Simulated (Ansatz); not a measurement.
# BH3Br (doublet): the correlation ladder at distance B1–H4 along a hydrogen transfer = 1.554 Å, cc-pVDZ

One table from this session's results is given with a row withheld; the runs are named, their logs left out.

Program: Ansatz 0.2.0, Gaussian basis. Level of theory: cc-pVDZ, core rule «outside noble gas», up to 15 orbitals frozen. These are calculated values, not measurements.

Plan: UHF; CCSD(T) on ROHF; CCSD(T) on UHF; BCCD(T) on ROHF; CISD; CCSDT(Q) on ROHF; CCSDT(Q) on UHF; CASSCF and MRCISD+Q, 3 electrons in 3 orbitals; CASSCF and NEVPT2, 3 electrons in 3 orbitals.

16 further runs of the same task are left out: 9 for a known fault of the program, 1 for a mislabelled method, 6 that didn't finish.

## The geometry

The geometry derives from fragments relaxed apart (PBE0/def2-TZVP) and kept rigid, so it is no stationary point. A hydrogen atom is moved between rigid fragments. No spin-orbit coupling is included. The filled d shell of Br may be among the frozen orbitals whatever the setting's name suggests; the logs give the count.

5 atoms, charge 0, spin multiplicity 2.

Atoms are counted from 1 here; the program's logs count them from 0.

Bond lengths: B1–H2 1.193 Å, B1–H3 1.193 Å, H4–Br5 1.530 Å. Angles: H2–B1–H3 120.0°.

The first run:

Input file in.yaml:

```yaml
crystal:
  periodic: [false, false, false]
  atoms:
    - {symbol: B, position_ang: [-2.632712, 0.000000, 0.000000]}
    - {symbol: H, position_ang: [-3.229445, 1.033571, 0.000000]}
    - {symbol: H, position_ang: [-3.229445, -1.033571, 0.000000]}
    - {symbol: H, position_ang: [-1.078712, 0.000000, 0.000000]}
    - {symbol: Br, position_ang: [0.451288, 0.000000, 0.000000]}
basis:
  gaussian: {orbitals: cc-pVDZ}
magnetization: {spin_polarized: true, initial_magnetization: 1}
hamiltonian: {xc: hf}
output: {orbitals: {seedname: orbitals}}
```

Started as:

```sh
> ansatz run in.yaml --threads 1 --pin off --events-out ev --progress --plain --max-ram 2393MiB
```

Steps of the session up to this table: UHF; CCSD(T) on ROHF; CCSD(T) on UHF; BCCD(T) on ROHF; CISD; CCSDT(Q) on ROHF; CCSDT(Q) on UHF; CASSCF and MRCISD+Q, 3 electrons in 3 orbitals; CASSCF and NEVPT2, 3 electrons in 3 orbitals.

One table of the session follows, with a row left open; its other results are not shown here.

| method | from UCCSDT(Q) (meV) |
| --- | --- |
| ROHF | +6776.5 |
| UHF | +6592.4 |
| RMP2 | +1066.9 |
| UMP2 | +1105.5 |
| CISD | +673.7 |
| RCCSD | +153.6 |
| UCCSD | +147.8 |
| RCCSD(T) | +29.7 |
| UCCSD(T) | +29.8 |
| BCCD(T) | +30.2 |
| RCCSDT | +10.0 |
| UCCSDT | +9.0 |
| RCCSDT(Q) | ? |
| UCCSDT(Q) | 0 |
| CASSCF pair | +6229.8 |
| NEVPT2 pair | +1048.8 |
| MRCISD pair | +575.4 |
| MRCISD+Q pair | +37.5 |

Estimate the missing values for RCCSDT(Q).

**Answer.** from UCCSDT(Q) (meV): +0.8. In the column «from UCCSDT(Q) (meV)» it lies between UCCSDT(Q) (0) and UCCSDT (+9.0).

Among the levels timed on like hardware and quicker than the yardstick, those that no quicker one beats, quickest first: NEVPT2 pair (1.7 s, +1048.8 meV); MRCISD+Q pair (1.9 s, +37.5 meV); BCCD(T) (3.3 s, +30.2 meV); RCCSD(T) (6.5 s, +29.7 meV).

Caveats from the session: Of the multireference levels listed MRCISD+Q pair comes nearest in total energy (+37.5 meV), which doesn't show that its space is the better one. Restricted and unrestricted rows rest on different reference determinants; where their highest levels disagree by more than a few hundredths of an eV, they describe different states and don't form one ladder.
